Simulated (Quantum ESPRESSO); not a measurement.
# TaAs: equation of state with PBE

The system is TaAs.

```
Ta As
1.0
    -1.72181    1.72181    5.86794
     1.72181   -1.72181    5.86794
     1.72181    1.72181   -5.86794
Ta As
2 2
Direct
  0.49997 0.49997 0.00000
  0.24997 0.74997 0.50000
  0.08263 0.08263 0.00000
  0.83263 0.33263 0.50000
```

The cell is a database's computed one.

| Property | Result |
| --- | --- |
| Program | Quantum ESPRESSO 7.5 |
| Task | equation of state |
| Functional | PBE |
| Potentials or basis | SSSP 1.3 efficiency PBE |
| Cutoff | 748 eV |
| Density cutoff | 5987 eV |
| k mesh | 11 × 11 × 11 |
| Occupations | fermi-dirac, width 0.05 eV |
| Spin | no spin polarisation |
| Mixing beta | 0.5 |
| Most SCF iterations | 120 |
| SCF threshold | 8e-10 Ry |

The equilibrium volume is 17.65 Å³/atom, the bulk modulus at fixed shape and positions is 178 GPa and the pressure derivative of the bulk modulus is 4.4.

Energy against volume, from the lowest point:
| volume (Å³/atom) | energy (meV/atom) |
| --- | --- |
| 16.353 | 60.89 |
| 16.700 | 31.35 |
| 17.048 | 12.03 |
| 17.396 | 1.89 |
| 17.744 | 0.00 |
| 18.092 | 5.52 |
| 18.440 | 17.69 |

All runs of the series together: 28 min on 2 threads of AMD EPYC 7R43 64-Core Processor (Zen 3), with other jobs on the host.

Caveat: the cell was scaled at fixed shape and fractional positions, which overstates the stiffness of a crystal with free parameters, most of all of layers and chains. The run has no spin-orbit coupling, so splittings on Ta are missing.
